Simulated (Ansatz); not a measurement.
**AlFH₄O₂ (built from SMILES [H][H].[OH][Al]([OH])[F]): a barrier at many levels of theory**

How high is the barrier of this step (Al1–H6 formed, F2–H5 formed, Al1–F2 loosened, H5–H6 broken), and how far do cheaper methods land from CCSD(T)?

The runs use Ansatz 0.2.0, Gaussian basis; single points in def2-TZVPP on PBE0-D4/def2-TZVP structures.

Levels: SPW92, PBE-D4, BLYP-D4, r2SCAN-D4, B97M-V, PBE0-D4, B3LYP-D4, r2SCAN0-D4, BHLYP-D4, CAM-B3LYP-D4, wB97X-V, wB97M-V, B2PLYP, PBE-QIDH, RPA on PBE, Hartree-Fock, MP2, CCSD, CCSD(T). The reference is CCSD(T) at the basis limit, from triple and quadruple zeta. Zero-point energies come from PBE0-D4 vibrations.

Correlated methods freeze the cores. B3LYP uses VWN-RPA correlation. B2PLYP carries no dispersion term here.

22 further runs of the same task are left out: 22 set aside as unsound or not needed.

### Step 1. Start, saddle and end, as given

Charge 0, multiplicity 1. The folders r, ts and p hold the start, the saddle and the end; their coordinates stand in the first inputs.

| pair | r (Å) | ts (Å) | p (Å) |
| --- | --- | --- | --- |
| Al1–H6 | 2.274 | 1.672 | 1.586 |
| F2–H5 | 2.431 | 1.041 | 0.933 |
| Al1–F2 | 1.643 | 1.931 | 2.122 |
| H5–H6 | 0.754 | 1.263 | 2.235 |

### Step 2. wB97M-V/def2-TZVPP

Input file r/in.yaml:

```yaml
crystal:
  periodic: [false, false, false]
  atoms:
    - {symbol: Al, position_ang: [-0.193417, 0.533675, -0.134426]}
    - {symbol: F, position_ang: [0.648443, 1.764807, -0.824598]}
    - {symbol: O, position_ang: [-1.071831, -0.467328, -1.170051]}
    - {symbol: O, position_ang: [-0.281633, 0.521425, 1.550111]}
    - {symbol: H, position_ang: [1.895155, -0.285567, -0.435447]}
    - {symbol: H, position_ang: [1.566904, -0.905627, -0.158805]}
    - {symbol: H, position_ang: [-1.716464, -1.113652, -0.892949]}
    - {symbol: H, position_ang: [-0.847157, -0.047732, 2.066165]}
basis:
  gaussian: {orbitals: def2-TZVPP}
hamiltonian: {xc: {name: wB97M-V}}
```

Input file ts/in.yaml:

```yaml
crystal:
  periodic: [false, false, false]
  atoms:
    - {symbol: Al, position_ang: [0.060043, -0.134305, 0.029788]}
    - {symbol: F, position_ang: [1.030696, 1.326204, -0.778396]}
    - {symbol: O, position_ang: [-1.053428, -0.709121, -1.101635]}
    - {symbol: O, position_ang: [-0.244463, 0.260523, 1.642694]}
    - {symbol: H, position_ang: [1.667994, 0.510025, -0.672393]}
    - {symbol: H, position_ang: [1.620128, -0.674043, -0.235002]}
    - {symbol: H, position_ang: [-1.985847, -0.848560, -0.958514]}
    - {symbol: H, position_ang: [-1.095123, 0.269276, 2.073457]}
basis:
  gaussian: {orbitals: def2-TZVPP}
hamiltonian: {xc: {name: wB97M-V}}
```

Input file p/in.yaml:

```yaml
crystal:
  periodic: [false, false, false]
  atoms:
    - {symbol: Al, position_ang: [0.117965, -0.419010, 0.113580]}
    - {symbol: F, position_ang: [0.922703, 1.344984, -0.748755]}
    - {symbol: O, position_ang: [-1.049641, -0.820775, -1.052355]}
    - {symbol: O, position_ang: [-0.248831, 0.145309, 1.672799]}
    - {symbol: H, position_ang: [1.792119, 1.040723, -0.894392]}
    - {symbol: H, position_ang: [1.565686, -1.033603, -0.093397]}
    - {symbol: H, position_ang: [-1.987016, -0.659099, -0.982281]}
    - {symbol: H, position_ang: [-1.112987, 0.401472, 1.984799]}
basis:
  gaussian: {orbitals: def2-TZVPP}
hamiltonian: {xc: {name: wB97M-V}}
```

No record of the launch command was kept for these runs.

The runs that follow: CCSD(T)/def2-TZVPP; MP2/def2-QZVPP; Vibrations of the start structure; Vibrations of the end structure.

What does the calculation give? Wanted: barrier, CCSD(T)/CBS; reverse barrier, CCSD(T)/CBS; step energy, CCSD(T)/CBS; barrier with zero-point energy; step energy with zero-point energy; imaginary mode at the saddle; largest T1 diagnostic.

As calculated:

| quantity | value |
| --- | --- |
| barrier, CCSD(T)/CBS | 35.9 kcal/mol |
| reverse barrier, CCSD(T)/CBS | 3.9 kcal/mol |
| step energy, CCSD(T)/CBS | +32.0 kcal/mol |
| barrier with zero-point energy | 36.5 kcal/mol |
| step energy with zero-point energy | +33.7 kcal/mol |
| imaginary mode at the saddle | 459i cm⁻¹ |
| largest T1 diagnostic | 0.012 |

The functionals run from BHLYP-D4, off by +0.6 kcal/mol, to SPW92, off by -11.9 kcal/mol, against CCSD(T)/CBS. By rung, the mean size of the error is: LDA 11.9, GGA 4.3, meta-GGA 3.6, hybrid 2.2, range-separated hybrid 2.1, double hybrid 1.4 kcal/mol. PBE-D4 gives a barrier 6.1 kcal/mol too low, outside chemical accuracy (1 kcal/mol). Every functional without exact exchange puts the forward barrier too low. The barrier rises with the share of exact exchange, from BLYP-D4 through B3LYP-D4 to BHLYP-D4 (-2.4, -1.5, +0.6 kcal/mol). Hartree-Fock, with no correlation, is off by +5.8 kcal/mol. Zero-point motion raises the barrier by 0.7 kcal/mol. The start structure keeps an imaginary mode: no true minimum.
